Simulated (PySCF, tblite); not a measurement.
**C6H6OP2S: geometry, infrared bands and NMR shifts**

Wanted: the infrared bands and NMR shifts of C6H6OP2S (`CSc1pcc(C=O)cp1`), by calculation.

The runs use tblite 0.8.0 and PySCF 2.14.0, with density-fitted response routines of our own; the level of theory stands in each step. All values are computed, except where a source is named. Atoms count from 0, in the outputs and in this text.

### Step 1. Starting geometry

16 atoms, charge 0, multiplicity 1; geometry from: force field or distance geometry start.

Bonds of the start (Å): C0–S1 1.80, S1–C2 1.77, C2–P3 1.82, P3–C4 1.85, C4–C5 1.42, C5–C6 1.49, C6–O7 1.23, C5–C8 1.41, C8–P9 1.85, P9–C2 1.83, C0–H10 1.10, C0–H11 1.10, C0–H12 1.09, C4–H13 1.08, C6–H14 1.10, C8–H15 1.08.

### Step 2. Optimising the geometry with GFN2-xTB

Job settings and geometry (Å):

```
{"job": {"kind": "relax", "xc": "GFN2-xTB", "basis": "xTB"}, "charge": 0, "multiplicity": 1}
C     -3.199000    -1.057200    -1.202400
S     -1.406400    -1.128600    -1.128300
C     -1.115900     0.258300    -0.074000
P     -1.051700     0.059600     1.735800
C      0.783900    -0.118200     1.857900
C      1.686900     0.490100     0.950100
C      3.135400     0.276900     1.234100
O      3.529800    -0.368800     2.206000
C      1.428000     1.259400    -0.197900
P     -0.275900     1.737800    -0.752800
H     -3.650700    -1.188200    -0.211000
H     -3.535800    -0.099400    -1.615400
H     -3.577100    -1.853700    -1.840600
H      1.159500    -0.675600     2.704900
H      3.851700     0.736100     0.537800
H      2.229700     1.680100    -0.779500
```

Command:

```sh
OMP_NUM_THREADS=1 python probes_run.py task.json out
```

One launch serves the whole session: the jobs run in the order shown.

**Question.** This job is followed by: GFN2-xTB harmonic vibrations, gas phase; GIAO PBE0/pcSseg-1 NMR shielding, non-relativistic, gas phase. What will the session give for the following? strongest single infrared mode (GFN2-xTB); zero-point energy (GFN2-xTB); ¹³C shifts against TMS (PBE0/pcSseg-1, means over atoms taken as alike); ¹H shifts against TMS (PBE0/pcSseg-1, means over atoms taken as alike); ³³S shifts against CS2 (PBE0/pcSseg-1); ³¹P shifts against H3PO4 (PBE0/pcSseg-1, means over atoms taken as alike); ¹⁷O shifts against H2O (PBE0/pcSseg-1).

**Answer**, as computed:

| quantity | value |
| --- | --- |
| strongest single infrared mode (GFN2-xTB) | 1738 cm⁻¹, 599 km/mol |
| zero-point energy (GFN2-xTB) | 64.1 kcal/mol |
| ¹³C shifts against TMS (PBE0/pcSseg-1, means over atoms taken as alike) | 235.3, 195.1, 165.9, 136.9, 24.8 ppm |
| ¹H shifts against TMS (PBE0/pcSseg-1, means over atoms taken as alike) | 9.98, 9.70, 2.88 ppm |
| ³³S shifts against CS2 (PBE0/pcSseg-1) | 145 ppm |
| ³¹P shifts against H3PO4 (PBE0/pcSseg-1, means over atoms taken as alike) | 220.3 ppm |
| ¹⁷O shifts against H2O (PBE0/pcSseg-1) | 662.8 ppm |

Over 168 steps the energy fell by 2.635 eV; of the close pairs, C8–P9 changed most, 1.855 to 1.723 Å. All 42 modes are real, so the xTB geometry is a minimum. The strongest single mode, at 1738 cm⁻¹, moves mainly C6 and O7. Unscaled tight-binding wavenumbers are off by several per cent, some by more. Its intensities can rank the bands wrongly. The most deshielded hydrogen is H14 (hydrogen on an aldehyde carbonyl carbon), at 9.98 ppm: deshielded by the polar, anisotropic C=O bond. At PBE0/pcSseg-1: The widest tensor belongs to O7: span 1311 ppm, with a paramagnetic part of -725 ppm. NICS(1)zz of -20 ppm above the planar ring from C2 marks a diatropic (aromatic) ring current.
